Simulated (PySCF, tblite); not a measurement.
# C3H7ClGeSi: geometry, infrared bands and NMR shifts

Aim: predict the infrared bands and NMR shifts of C3H7ClGeSi (`[SiH3][C@@H]1C=[C](Cl)[GeH2]1`).

Computed with tblite 0.8.0 and PySCF 2.14.0, with density-fitted response routines of our own, on a single molecule in the gas phase. Atoms are numbered from 0 throughout.

## (1) The molecule as given

13 atoms, charge 0, multiplicity 1; geometry from: force field or distance geometry start.

Bonds of the start (Å): Si0–C1 1.86, C1–C2 1.49, C2–C3 1.38, C3–Cl4 1.74, C3–Ge5 1.95, Ge5–C1 1.82, Si0–H6 1.47, Si0–H7 1.46, Si0–H8 1.47, C1–H9 1.12, C2–H10 1.09, Ge5–H11 1.55, Ge5–H12 1.54.

## (2) Geometry optimisation with GFN2-xTB

Job settings and geometry (Å):

```
{"job": {"kind": "relax", "xc": "GFN2-xTB", "basis": "xTB"}, "charge": 0, "multiplicity": 1}
Si    -1.813100    -0.206300    -0.191300
C     -0.188900     0.169900     0.627100
C      0.517400     1.318400    -0.015700
C      1.632400     0.612100    -0.431200
Cl     3.083200     1.079900    -1.275200
Ge     1.042700    -1.111200     0.257700
H     -2.393100    -1.427100     0.379900
H     -1.610400    -0.381700    -1.631000
H     -2.738800     0.916300     0.034800
H     -0.297300     0.323600     1.734600
H      0.229100     2.363900    -0.125500
H      1.875200    -1.570600     1.487500
H      0.657200    -2.087000    -0.869500
```

On the command line:

```sh
$ OMP_NUM_THREADS=1 python probes_run.py task.json out
```

This one command runs all jobs of the session in turn.

**Question.** This job is followed by: GFN2-xTB harmonic vibrations, gas phase; GIAO PBE0/pcSseg-1 NMR shielding, non-relativistic, gas phase. Predict these results of the whole session: strongest single infrared mode (GFN2-xTB); zero-point energy (GFN2-xTB); 13C shifts against TMS (PBE0/pcSseg-1); 1H shifts against TMS (PBE0/pcSseg-1, means over atoms taken as alike); 29Si shifts against TMS (PBE0/pcSseg-1); 35Cl shifts against HCl (PBE0/pcSseg-1); 73Ge shifts against GeMe4 (PBE0/pcSseg-1).

**Answer**, as computed:

| quantity | value |
| --- | --- |
| strongest single infrared mode (GFN2-xTB) | 1940 cm⁻¹, 467 km/mol |
| zero-point energy (GFN2-xTB) | 47.5 kcal/mol |
| 13C shifts against TMS (PBE0/pcSseg-1) | 157.2, 144.6, 19.2 ppm |
| 1H shifts against TMS (PBE0/pcSseg-1, means over atoms taken as alike) | 6.57, 5.31, 5.17, 4.06, 2.00 ppm |
| 29Si shifts against TMS (PBE0/pcSseg-1) | -66.9 ppm |
| 35Cl shifts against HCl (PBE0/pcSseg-1) | 253 ppm |
| 73Ge shifts against GeMe4 (PBE0/pcSseg-1) | -93 ppm |

What this shows: The optimisation took 76 steps and gained 0.884 eV; among the close pairs (by a distance rule), C1–Ge5 changed most, from 1.815 to 2.020 Å. No mode is imaginary among the 33: a minimum at this level. The strongest single mode, at 1940 cm⁻¹, moves mainly H12 and H11. GFN2-xTB is a fitted tight-binding method: band positions and strengths are rough. Its intensities can rank the bands wrongly. H10 (hydrogen on an alkene CH) lies farthest downfield among hydrogen, at 6.57 ppm; olefinic region. At PBE0/pcSseg-1: The largest span, 508 ppm, is at Cl4, where the paramagnetic term is -449 ppm. Spin-orbit coupling is left out, which matters for shieldings and couplings at and beside the heavy atoms.
